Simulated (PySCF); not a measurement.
# C2H11NSSi3: electronic excitations

What electronic excitations should C2H11NSSi3 (`C=C[Si@H](S)N([SiH3])[SiH3]`) show?

Computed with PySCF 2.14.0, with density-fitted response routines of our own, on a single molecule in the gas phase. Atoms count from 0, in the outputs and in this text.

### Step 1. The molecule as given

18 atoms, charge 0, multiplicity 1; geometry from: GFN2-xTB.

Bonds of the start (Å): C0–C1 1.32, C1–Si2 1.88, Si2–S3 2.15, Si2–N4 1.73, N4–Si5 1.75, N4–Si6 1.74, C0–H7 1.08, C0–H8 1.08, C1–H9 1.08, Si2–H10 1.47, S3–H11 1.33, Si5–H12 1.46, Si5–H13 1.46, Si5–H14 1.46, Si6–H15 1.46, Si6–H16 1.46, Si6–H17 1.46.

### Step 2. TDDFT and polarisability: wB97X-D/def2-SVPD

Job settings and geometry (Å):

```
{"job": {"kind": "uv", "xc": "wB97X-D", "basis": "def2-SVPD", "nstates": 8, "ntriplets": 3}, "charge": 0, "multiplicity": 1}
C      2.803465    -0.362866    -0.658878
C      1.840574     0.517607    -0.431782
Si     0.446116     0.325206     0.819063
S      0.762868    -1.446845     1.992458
N     -1.081920     0.170735     0.017964
Si    -1.986844    -1.331279     0.059431
Si    -1.594784     1.484238    -1.009516
H      3.562869    -0.214875    -1.411640
H      2.872557    -1.280847    -0.095967
H      1.809493     1.421402    -1.027968
H      0.400149     1.445986     1.762522
H      1.992014    -1.124630     2.369738
H     -1.221439    -2.367939    -0.634147
H     -2.215674    -1.677031     1.459589
H     -3.242923    -1.062141    -0.634158
H     -1.316484     1.150323    -2.407885
H     -3.020209     1.702089    -0.783543
H     -0.818587     2.657185    -0.610268
```

Level: TDDFT wB97X-D/def2-SVPD, vertical, gas phase, core orbitals frozen in the response.

Command:

```bash
> OMP_NUM_THREADS=1 python probes_run.py task.json out
```

The driver reads the jobs from task.json and runs them one after another.

Output:

```text
coarse grid: 16552 points
cycle   1  E = -1403.5310100575  dE =  5.164e-01  |g| = 5.110e-01  |ddm| = 5.637e+00
cycle   2  E = -1403.5476935991  dE = -1.668e-02  |g| = 4.839e-01  |ddm| = 1.770e+00
cycle   3  E = -1403.5999494639  dE = -5.226e-02  |g| = 7.739e-02  |ddm| = 7.671e-01
cycle   4  E = -1403.6014014567  dE = -1.452e-03  |g| = 2.643e-02  |ddm| = 2.055e-01
cycle   5  E = -1403.6016189962  dE = -2.175e-04  |g| = 3.904e-03  |ddm| = 7.735e-02
cycle   6  E = -1403.6016246198  dE = -5.624e-06  |g| = 1.258e-03  |ddm| = 1.494e-02
final grid: 140024 points
cycle   7  E = -1403.7714166933  dE = -7.579e-05  |g| = 7.129e-03  |ddm| = 1.437e-01
cycle   8  E = -1403.7714163763  dE =  3.169e-07  |g| = 7.382e-03  |ddm| = 2.444e-02
cycle   9  E = -1403.7714281032  dE = -1.173e-05  |g| = 8.309e-04  |ddm| = 9.639e-03
cycle  10  E = -1403.7714282756  dE = -1.724e-07  |g| = 2.459e-04  |ddm| = 2.091e-03
cycle  11  E = -1403.7714282977  dE = -2.218e-08  |g| = 6.879e-05  |ddm| = 9.391e-04
cycle  12  E = -1403.7714282993  dE = -1.562e-09  |g| = 2.320e-05  |ddm| = 1.922e-04
cycle  13  E = -1403.7714282995  dE = -2.101e-10  |g| = 9.209e-06  |ddm| = 6.346e-05
converged SCF energy = -1403.7714282995

Static polarisability (au): isotropic 125.621, principal 108.984 127.151 140.729

Singlet excitations
state   eV       nm        f      main configurations
  1   5.8723    211.1   0.00098   H->L 0.83
  2   6.1814    200.6   0.00686   H-1->L 0.41, H->L+1 0.16, H-1->L+1 0.12
  3   6.4162    193.2   0.00309   H->L+1 0.42, H-1->L 0.29
  4   6.6176    187.4   0.03028   H->L+2 0.59, H-1->L+2 0.12
  5   6.7611    183.4   0.00646   H-1->L+1 0.34, H-1->L 0.12, H-1->L+2 0.11
  6   7.1430    173.6   0.18131   H-2->L 0.54, H-1->L+2 0.10
  7   7.2127    171.9   0.05516   H-1->L+2 0.31
  8   7.3314    169.1   0.10768   H-3->L 0.27, H-2->L 0.24, H-1->L+1 0.08

Triplet excitations (Tamm-Dancoff, eV): 4.4478 5.5853 5.8340
```

It took 2.6 min on 1 thread of Intel Xeon at 2.50GHz, shared host; peak memory 1.1 GiB.

The orbitals next to the gap, with their largest atomic shares:

```tsv
orbital	eV	atoms
HOMO−3	-10.71	S3 48 %, Si2 15 %, C1 12 %
HOMO−2	-10.13	C1 38 %, C0 36 %, Si2 6 %
HOMO−1	-9.44	S3 33 %, N4 33 %, Si6 6 %
HOMO	-9.14	S3 42 %, N4 16 %, Si2 10 %
LUMO	1.03	C0 26 %, C1 22 %, Si2 11 %
LUMO+1	1.69	S3 16 %, Si5 13 %, C0 10 %
LUMO+2	1.77	S3 35 %, Si2 12 %, Si5 9 %
```

With each of the 8 states as a Gaussian band of 0.4 eV half-width at 1/e, the curve within the window shown has maxima at 172 nm (ε 14,000) L/(mol cm). Beyond the last state computed it falls off for lack of states. The curve at chosen wavelengths:

nm, ε (L/mol/cm) and a bar:
```
      162       4888 ###########
      165       8503 ###################
      168      11833 ##########################
      171      13502 ##############################
      174      12947 #############################
      176      11585 ##########################
      179       8873 ####################
      182       6259 ##############
      185       4272 #########
      188       2948 #######
      191       2099 #####
      194       1533 ###
      197       1129 ##
      199        920 ##
      202        673 #
      205        486 #
      208        347 #
      211        243 #
      214        166 
      217        111 
      220         72 
      222         53 
      225         33 
      228         20 
      231         12 
      234          7
```

Ground-state properties from the same run:

```tsv
property	computed
dipole moment (D)	1.46
polarisability (Å³)	18.62
HOMO–LUMO gap (eV)	10.17
−ε(HOMO) (eV)	9.14
```

### Step 3. What came out

| quantity | value |
| --- | --- |
| lowest singlet (wB97X-D/def2-SVPD) | 5.87 eV (211 nm), f = 0.001 |
| brightest single state of those computed | state 6, 7.14 eV, f = 0.181 |
| lowest triplet | 4.45 eV |

The lowest singlet, at 5.87 eV, is HOMO→LUMO 0.83 and is dark; of the 8 states computed, the strongest absorption comes from state 6 at 7.14 eV (the last state computed is bright too, and its partners may lie past the list). The lowest triplet lies 1.42 eV below the lowest singlet (triplets in Tamm-Dancoff, singlets in full TDDFT).
